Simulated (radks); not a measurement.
# Nuclear size and the levels of Ti²⁺

Aim: how the total energy, the levels and the density at the nucleus of Ti²⁺ respond when the nuclear radius is scaled.

Program: radks (a radial shooting solver on a logarithmic mesh, Libxc functionals) version 1. Level of theory: Dirac Kohn-Sham, LDA (Slater exchange, Perdew-Wang correlation), spin-unpolarised, spherical densities, finite nucleus; open shells fill j = l - 1/2 first. These are calculated values, not measurements, unless marked.

## Step 1: Starting point

```
element            : titanium (Z = 22)
charge             : +2
electrons          : 20
configuration      : [Ar] 3d2
nuclear rms radius : 3.5921 fm
```

In the logs a row gives level, spin channel, occupation and eigenvalue; Etot, Ekin, Encl (electron-nucleus), Eh (Hartree) and Exc are energies, all in hartree; err is the last residual, it the number of iterations.

## Step 2: rms radius 3.5921 fm

Input:

```text
Z 22
configuration [Ar] 3d2 4s0 4p0
relativity Dirac
functional lda,pw
spin unpolarised
j_filling energy
nucleus finite rms 3.5921 fm
c 137.035999084
```

Log:

```text
1s1/2   1   2.0000        -179.02430623
2s1/2   1   2.0000         -20.25865070
2p1/2   1   2.0000         -17.03879875
2p3/2   1   4.0000         -16.82716265
3s1/2   1   2.0000          -2.87508809
3p1/2   1   2.0000          -2.02812978
3p3/2   1   4.0000          -2.00363933
3d3/2   1   2.0000          -0.73296890
3d5/2   1   0.0000          -0.73104597
4s1/2   1   0.0000          -0.62191023
4p1/2   1   0.0000          -0.45516780
4p3/2   1   0.0000          -0.45246512
Etot -850.9500910033797
Ekin 858.789489170166
Encl -2014.5785659572496
Eh 344.5521603623654
Exc -39.71317457866154
err 6.394082983811577e-11
it 15
```

Highest occupied level: 3d3/2 at -19.945 eV.

Radial moments (bohr):

```
level  occupation  energy (eV)    <r>  outermost maximum (interpolated)  90 % within  nodes
3s1/2           2      -78.235  1.009                             0.870         1.51      2
3p1/2           2      -55.188  1.079                             0.897         1.66      1
3p3/2           4      -54.522  1.087                             0.903         1.68      1
3d3/2           2      -19.945  1.425                             0.967         2.43      0
3d5/2           0      -19.893  1.429                             0.969         2.43      0
4s1/2           0      -16.923  2.894                              2.57         4.22      3
4p1/2           0      -12.386  3.396                              2.99         4.99      2
4p3/2           0      -12.312  3.413                              3.01         5.02      2
```

The radial density on a logarithmic grid:

```
r (bohr)  4πr²ρ (e/bohr)
 0.00296          0.7439
 0.00442           1.537
 0.00655           3.035
 0.00976           5.804
  0.0145           10.25
  0.0216           16.56
  0.0319           22.96
  0.0476           26.13
  0.0704           23.46
   0.105           19.61
   0.156           23.15
   0.232           27.90
   0.343           19.27
   0.512           8.535
   0.758           9.748
    1.13           8.443
    1.67           2.927
    2.50          0.4584
    3.70         0.04529
```

## Step 3: rms radius 3.1036 fm

Changes since step 2:

```diff
@@ -6,3 +6,3 @@
 j_filling energy
-nucleus finite rms 3.5921 fm
+nucleus finite rms 3.1036 fm
 c 137.035999084
```

Log:

```text
1s1/2   1   2.0000        -179.02449777
2s1/2   1   2.0000         -20.25866673
2p1/2   1   2.0000         -17.03879673
2p3/2   1   4.0000         -16.82716059
3s1/2   1   2.0000          -2.87509030
3p1/2   1   2.0000          -2.02812954
3p3/2   1   4.0000          -2.00363909
3d3/2   1   2.0000          -0.73296881
3d5/2   1   0.0000          -0.73104588
4s1/2   1   0.0000          -0.62191053
4p1/2   1   0.0000          -0.45516779
4p3/2   1   0.0000          -0.45246511
Etot -850.950543068376
Ekin 858.7909882272618
Encl -2014.5805551177993
Eh 344.5522109161506
Exc -39.71318709398902
err 6.385422432535125e-11
it 15
```

Energy against step 2 (rms radius 3.5921 fm): -0.012 eV. Highest occupied level: 3d3/2 at -19.945 eV.

## Step 4: rms radius 3.4556 fm

Changes since step 3:

```diff
@@ -6,3 +6,3 @@
 j_filling energy
-nucleus finite rms 3.1036 fm
+nucleus finite rms 3.4556 fm
 c 137.035999084
```

Log:

```text
1s1/2   1   2.0000        -179.02436248
2s1/2   1   2.0000         -20.25865540
2p1/2   1   2.0000         -17.03879816
2p3/2   1   4.0000         -16.82716204
3s1/2   1   2.0000          -2.87508874
3p1/2   1   2.0000          -2.02812971
3p3/2   1   4.0000          -2.00363926
3d3/2   1   2.0000          -0.73296887
3d5/2   1   0.0000          -0.73104594
4s1/2   1   0.0000          -0.62191032
4p1/2   1   0.0000          -0.45516780
4p3/2   1   0.0000          -0.45246512
Etot -850.9502237575518
Ekin 858.7899290076874
Encl -2014.579149719377
Eh 344.5521752080607
Exc -39.71317825392288
err 6.38745438811602e-11
it 15
```

E − E(step 2, rms radius 3.5921 fm) = -0.004 eV. Highest occupied level: 3d3/2 at -19.945 eV.

## Step 5: rms radius 3.8507 fm

Changes since step 4:

```diff
@@ -6,3 +6,3 @@
 j_filling energy
-nucleus finite rms 3.4556 fm
+nucleus finite rms 3.8507 fm
 c 137.035999084
```

Log:

```text
1s1/2   1   2.0000        -179.02419388
2s1/2   1   2.0000         -20.25864129
2p1/2   1   2.0000         -17.03879994
2p3/2   1   4.0000         -16.82716385
3s1/2   1   2.0000          -2.87508679
3p1/2   1   2.0000          -2.02812992
3p3/2   1   4.0000          -2.00363947
3d3/2   1   2.0000          -0.73296895
3d5/2   1   0.0000          -0.73104602
4s1/2   1   0.0000          -0.62191006
4p1/2   1   0.0000          -0.45516781
4p3/2   1   0.0000          -0.45246513
Etot -850.9498258400772
Ekin 858.7886114587659
Encl -2014.5774007707228
Eh 344.55213070959644
Exc -39.71316723771676
err 6.391728274614763e-11
it 15
```

E − E(step 2, rms radius 3.5921 fm) = +0.007 eV. Highest occupied level: 3d3/2 at -19.945 eV.

## Step 6: rms radius 4.0016 fm

Changes since step 5:

```diff
@@ -6,3 +6,3 @@
 j_filling energy
-nucleus finite rms 3.8507 fm
+nucleus finite rms 4.0016 fm
 c 137.035999084
```

Log:

```text
1s1/2   1   2.0000        -179.02412483
2s1/2   1   2.0000         -20.25863551
2p1/2   1   2.0000         -17.03880067
2p3/2   1   4.0000         -16.82716459
3s1/2   1   2.0000          -2.87508600
3p1/2   1   2.0000          -2.02813001
3p3/2   1   4.0000          -2.00363955
3d3/2   1   2.0000          -0.73296898
3d5/2   1   0.0000          -0.73104605
4s1/2   1   0.0000          -0.62190995
4p1/2   1   0.0000          -0.45516781
4p3/2   1   0.0000          -0.45246513
Etot -850.9496628609566
Ekin 858.7880724789967
Encl -2014.5766850981727
Eh 344.5521124839377
Exc -39.71316272571816
err 6.380379914115246e-11
it 15
```

Energy against step 2 (rms radius 3.5921 fm): +0.012 eV. Highest occupied level: 3d3/2 at -19.945 eV.

## Step 7: What came out

```
rms radius (fm)  total energy shift (eV)  density at nucleus (e/bohr³)  1s1/2 shift (meV)  2s1/2 shift (meV)  2p1/2 shift (meV)  3s1/2 shift (meV)
         3.1036                  -0.0123                          8475              -5.21             -0.436             0.0552            -0.0601
         3.4556                 -0.00361                          8447              -1.53             -0.128             0.0162            -0.0176
         3.5921                        0                          8437                  0                  0                  0                  0
         3.8507                  0.00722                          8419               3.06              0.256            -0.0324             0.0352
         4.0016                   0.0117                          8409               4.94              0.413            -0.0523             0.0569
```

Shifts are against the first run. Over the range the 1s1/2 level moves by 0.0101 eV and the 3s1/2 level by 0.117 meV. A larger nucleus binds the 1s electrons less and lowers the density at its centre. These are shifts of eigenvalues, not the field shifts of spectral lines.
